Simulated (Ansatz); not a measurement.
# ScInCu4: the cost of one run

Computed with the Python package of Ansatz 0.2.0. The levels of theory stand in the script.

### 1 Starting point

Symmetry: F-43m, No. 216, cubic system. The conventional cell has a = 7.012 Å, b = 7.012 Å, c = 7.012 Å, α = 90.00°, β = 90.00°, γ = 90.00°. Sc (site symmetry -43m) is surrounded by 12 Cu at 2.91 Å and 4 In at 3.04 Å. In (site symmetry -43m) has 12 Cu at 2.91 Å and 4 Sc at 3.04 Å as nearest neighbours. Around Cu (site symmetry 3m) lie 6 Cu at 2.48 Å.

The script reads scincu4.cif:

```cif
data_ScInCu4
_cell_length_a 4.958250
_cell_length_b 4.958250
_cell_length_c 4.958250
_cell_angle_alpha 60.00000
_cell_angle_beta 60.00000
_cell_angle_gamma 60.00000
_symmetry_space_group_name_H-M 'P 1'
_symmetry_Int_Tables_number 1
loop_
_symmetry_equiv_pos_as_xyz
'x, y, z'
loop_
_atom_site_label
_atom_site_type_symbol
_atom_site_fract_x
_atom_site_fract_y
_atom_site_fract_z
Sc1 Sc    0.000000    0.000000    0.000000
In2 In    0.750000    0.750000    0.750000
Cu3 Cu    0.374847    0.875460    0.374847
Cu4 Cu    0.374847    0.374847    0.875460
Cu5 Cu    0.875460    0.374847    0.374847
Cu6 Cu    0.374847    0.374847    0.374847
```

### 2 The script

File run_xc.py:

```python
"""One structure of ScInCu4 under several functionals."""

import warnings

import ansatz as az
from ase.io import read
import pandas as pd


def main() -> None:
    warnings.simplefilter("ignore", az.DeckWarning)

    atoms = read("scincu4.cif")
    cell = az.Crystal.from_ase(atoms)

    model = (
        cell.calculation()
        .pseudopotentials("paw")
        .kpoints(6, 6, 6)
        .occupations(az.OccupationsMethod.GAUSSIAN, width=0.1)
        .stress()
    )

    rows = []
    for value in ["blyp", "lda", "pbesol"]:
        report = model.functional(value).run(threads=1).report
        rows.append((value, report["free_energy_ev"] / len(report["lattice"]["sites"]), report["n_iterations"], sum(report["stress_gpa"][i][i] for i in range(3)) / 3, report["n_kpoints"]))

    table = pd.DataFrame(rows, columns=["functional", "F/atom (eV)", "iterations", "P (GPa)", "k-points"])
    print(table.round(5).to_string(index=False))


if __name__ == "__main__":
    main()
```

### 3 The input behind the calls

The package turns the script's settings into the engine's input (first run):

```yaml
crystal:
  lattice:
    - [4.95825, 0.0, 0.0]
    - [2.4791250000000002, 4.293970458314193, 0.0]
    - [2.4791250000000002, 1.431323486104731, 4.048394172384897]
  atoms:
    - { symbol: Sc, position: [0.0, 0.0, 0.0] }
    - { symbol: In, position: [0.7499999999999998, 0.7499999999999999, 0.7500000000000001] }
    - { symbol: Cu, position: [0.37484699999999993, 0.8754600000000001, 0.374847] }
    - { symbol: Cu, position: [0.374847, 0.374847, 0.87546] }
    - { symbol: Cu, position: [0.8754599999999999, 0.37484700000000004, 0.374847] }
    - { symbol: Cu, position: [0.3748470000000001, 0.37484700000000004, 0.374847] }
kpoints:
  mp_grid:
    grid: [6, 6, 6]
hamiltonian:
  xc: blyp
  pseudopotentials:
    kind: paw
scf:
  occupations:
    method: gaussian
    width: 0.1
output:
  stress: true
```

### 4 Launch

On the command line:

```console
$ python run_xc.py
```

**Question.** How long does this script take on 1 thread of Arm Neoverse V1, shared host, and how much memory does it need?

About 31 s, with a peak of 0.45 GiB.
